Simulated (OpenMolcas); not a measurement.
# One shape, several levels: doublet [SiH2Br2]+

Aim: a comparison of 6 runs (UHF/def2-SVP, UB3LYP/6-31G*, U-revPBE/def2-SVP, UBHLYP/def2-SVP, UM06-L/def2-SVP, USVWN5/def2-SVP) of doublet [SiH2Br2]+. 

Program for the calculation: OpenMolcas 26.06.

2 further runs of the same task are left out: 2 set aside as unsound or not needed.

## Step 1: Starting point

[SiH2Br2]+: 5 atoms, total charge +1, spin state doublet. As SMILES of the parent species, `Br[SiH2]Br`. The shape is that of a PBE0-D4/def2-TZVP optimisation. That shape belongs to the parent species and isn't relaxed for this state.

Bond lengths: Br1–Si2 2.207 Å, Si2–Br3 2.207 Å, Si2–H4 1.476 Å, Si2–H5 1.476 Å. Angles: Br1–Si2–Br3 110.8°, Br1–Si2–H4 108.4°, Br1–Si2–H5 108.4°, Br3–Si2–H4 108.4°, Br3–Si2–H5 108.4°, H4–Si2–H5 112.5°.

## Step 2: A single-point energy at UHF/def2-SVP (run 1)

The input, calc.input:

```
&gateway
  baslib=$CurrDir
  coord
  5
  angstrom
  Br      -1.672690      -1.239290       0.362310
  Si       0.158230      -0.046290       0.054680
  Br      -0.295570       1.814160      -1.042010
  H        1.103430      -0.843230      -0.751710
  H        0.706590       0.314640       1.376730
  basis=def2-SVP
  group=NoSym

&seward

&scf
  uhf
  charge=1
  spin=2
  thresholds=1e-10 1e-07 1e-07 1e-05
  prorbitals=1
```

The basis set def2-SVP is read from a file made from the Basis Set Exchange's data (not shown).

Started as:

```
$ export MOLCAS_MEM=1860
$ pymolcas calc.input > calc.log
```

The program printed:

```text
--- Start Module: gateway ---
[...]
--- Stop Module: gateway /rc=_RC_ALL_IS_WELL_ ---
--- Start Module: seward ---
[...]
      Basis functions           92
--- Stop Module: seward /rc=_RC_ALL_IS_WELL_ ---
[...]
--- Start Module: scf ---
[...]
       Convergence after  25 Iterations
[...]
::    Total SCF energy                              -5433.8934232482
[...]
      Total spin, S                                     0.5090784652
[...]
      Total electronic charge=   85.000000
      Total            charge=    1.000000
[...]
      Dipole Moment (debye):
      Origin of the operator (angstrom)=   -0.7937    0.2318   -0.2741
                   X=  2.4901E+00               Y= -7.2841E-01               Z=  8.6053E-01           Total=  2.7335E+00
      Center of Charge (angstrom)
[...]
--- Stop Module: scf /rc=_RC_ALL_IS_WELL_ ---
[...]
```

It took 11 s on 1 thread of Arm Neoverse V2, shared host; peak memory 0.51 GiB.

## Step 3: The energy at UB3LYP/6-31G(d) (spherical functions) (run 2)

The input, test.inp:

```
* Br2H2Si Kohn-Sham DFT

&GATEWAY
  BasLib=$CurrDir
  Coord
  5
  angstrom
  Br      -1.672690      -1.239290       0.362310
  Si       0.158230      -0.046290       0.054680
  Br      -0.295570       1.814160      -1.042010
  H        1.103430      -0.843230      -0.751710
  H        0.706590       0.314640       1.376730
  Basis=6-31Gs
  Group=NoSym

&SEWARD
  GridInput
  Grid=UltraFine
  End of Grid

&SCF
  UHF
  Charge=1
  Spin=2
  KSDFT=B3LYP
  Thresholds=1e-10 1e-07 1e-07 1e-05
  PrOrbitals=1 1
```

The basis set 6-31G* is read from a file made from the Basis Set Exchange's data (not shown).

Started as:

```
$ export MOLCAS_MEM=1860
$ pymolcas test.inp > test.log
```

The program printed:

```text
--- Start Module: gateway ---
[...]
--- Stop Module: gateway /rc=_RC_ALL_IS_WELL_ ---
--- Start Module: seward ---
[...]
      Basis functions           86
--- Stop Module: seward /rc=_RC_ALL_IS_WELL_ ---
[...]
--- Start Module: scf ---
[...]
       Convergence after  23 Iterations
[...]
::    Total KS-DFT energy                           -5438.1386365144
[...]
      Total spin, S                                     0.5016152734
[...]
      Total electronic charge=   85.000000
      Total            charge=    1.000000
[...]
      Dipole Moment (debye):
      Origin of the operator (angstrom)=   -0.7937    0.2318   -0.2741
                   X=  2.4365E+00               Y= -7.1137E-01               Z=  8.4125E-01           Total=  2.6740E+00
      Center of Charge (angstrom)
[...]
--- Stop Module: scf /rc=_RC_ALL_IS_WELL_ ---
[...]
```

It took 34 s on 1 thread of Arm Neoverse V2, shared host; peak memory 0.47 GiB.

Runs 3 to 4 aren't shown in full; the table further down has their settings and results.

## Step 4: A single-point energy at UM06-L/def2-SVP (run 5)

The input, input.xyz:

```xyz
5

Br    -1.672690    -1.239290     0.362310
Si     0.158230    -0.046290     0.054680
Br    -0.295570     1.814160    -1.042010
H      1.103430    -0.843230    -0.751710
H      0.706590     0.314640     1.376730
```

The input, test.inp:

```
>>> EXPORT MOLCAS_PRINT=2
&GATEWAY
BasLib=$CurrDir
Coord=input.xyz
Basis=def2-SVP
Group=NoSym
&SEWARD
GridInput
Grid=UltraFine
End of Grid
&SCF
UHF
Charge=1
Spin=2
KSDFT=M06L
Thresholds=1e-10 1e-07 1e-07 1e-05
PrOrbitals=1 2
```

The basis set def2-SVP is read from a file made from the Basis Set Exchange's data (not shown).

Started as:

```
$ export MOLCAS_MEM=1860
$ pymolcas test.inp > test.log
```

The program printed:

```text
--- Start Module: gateway ---
[...]
--- Stop Module: gateway /rc=_RC_ALL_IS_WELL_ ---
--- Start Module: seward ---
[...]
      Basis functions           92
--- Stop Module: seward /rc=_RC_ALL_IS_WELL_ ---
[...]
--- Start Module: scf ---
[...]
       Convergence after  27 Iterations
[...]
::    Total KS-DFT energy                           -5437.8069060100
[...]
      Total spin, S                                     0.5016657142
[...]
      Total electronic charge=   85.000000
      Total            charge=    1.000000
[...]
      Dipole Moment (debye):
      Origin of the operator (angstrom)=   -0.7937    0.2318   -0.2741
                   X=  2.3813E+00               Y= -6.9546E-01               Z=  8.2230E-01           Total=  2.6135E+00
      Center of Charge (angstrom)
[...]
--- Stop Module: scf /rc=_RC_ALL_IS_WELL_ ---
[...]
```

It took 56 s on 1 thread of Arm Neoverse V2, shared host; peak memory 0.51 GiB.

## Step 5: A single-point energy at USVWN5/def2-SVP (run 6)

The input, geom.xyz:

```xyz
5

Br    -1.672690    -1.239290     0.362310
Si     0.158230    -0.046290     0.054680
Br    -0.295570     1.814160    -1.042010
H      1.103430    -0.843230    -0.751710
H      0.706590     0.314640     1.376730
```

The input, calc.input:

```
* Br2H2Si Kohn-Sham DFT
>>> EXPORT MOLCAS_PRINT=2

&GATEWAY
 BasLib=$CurrDir
 Coord=geom.xyz
 Basis=def2-SVP
 Group=NoSym

&SEWARD
 GridInput
 Grid=UltraFine
 End of Grid

&SCF
 UHF
 Charge=1
 Spin=2
 KSDFT=SVWN5
 Thresholds=1e-10 1e-07 1e-07 1e-05
 PrOrbitals=1 1
```

The basis set def2-SVP is read from a file made from the Basis Set Exchange's data (not shown).

Started as:

```
$ export MOLCAS_MEM=1860
$ pymolcas calc.input > calc.log
```

The program printed:

```text
--- Start Module: gateway ---
[...]
--- Stop Module: gateway /rc=_RC_ALL_IS_WELL_ ---
--- Start Module: seward ---
[...]
      Basis functions           92
--- Stop Module: seward /rc=_RC_ALL_IS_WELL_ ---
[...]
--- Start Module: scf ---
[...]
       Convergence after  28 Iterations
[...]
::    Total KS-DFT energy                           -5429.7271830181
[...]
      Total spin, S                                     0.5005000524
[...]
      Total electronic charge=   85.000000
      Total            charge=    1.000000
[...]
      Dipole Moment (debye):
      Origin of the operator (angstrom)=   -0.7937    0.2318   -0.2741
                   X=  2.5517E+00               Y= -7.4526E-01               Z=  8.8116E-01           Total=  2.8005E+00
      Center of Charge (angstrom)
[...]
--- Stop Module: scf /rc=_RC_ALL_IS_WELL_ ---
[...]
```

It took 26 s on 1 thread of Arm Neoverse V2, shared host; peak memory 0.51 GiB.

## Step 6: Overview of the runs

```csv
run,level,integration grid,energy (Eh),HOMO energy (eV),LUMO energy (eV),⟨S²⟩,wall time
1,UHF/def2-SVP,–,-5433.893423,-14.95,-10.55,0.768,11 s
2,UB3LYP/6-31G* (spherical functions),UltraFine,-5438.138637,-13.94,-12.85,0.753,34 s
3,U-revPBE/def2-SVP,UltraFine,-5437.497435,-13.13,-13.05,0.752,38 s
4,UBHLYP/def2-SVP,UltraFine,-5437.953688,-14.62,-12.23,0.757,38 s
5,UM06-L/def2-SVP,UltraFine,-5437.806906,-13.43,-13.12,0.753,56 s
6,USVWN5/def2-SVP,UltraFine,-5429.727183,-13.26,-13.23,0.751,26 s
```

## Step 7: What came out

| quantity | value |
| --- | --- |
| run 6: total energy | -5429.72718 Eh |
| run 6: HOMO energy (highest over α and β) | -13.26 eV |
| run 6: LUMO energy (lowest over α and β) | -13.23 eV |
| run 6: ⟨S²⟩ | 0.751 |

**Reading.** Totals of different functionals can't be ranked against each other. All runs together took 3.4 min, the longest 56 s.
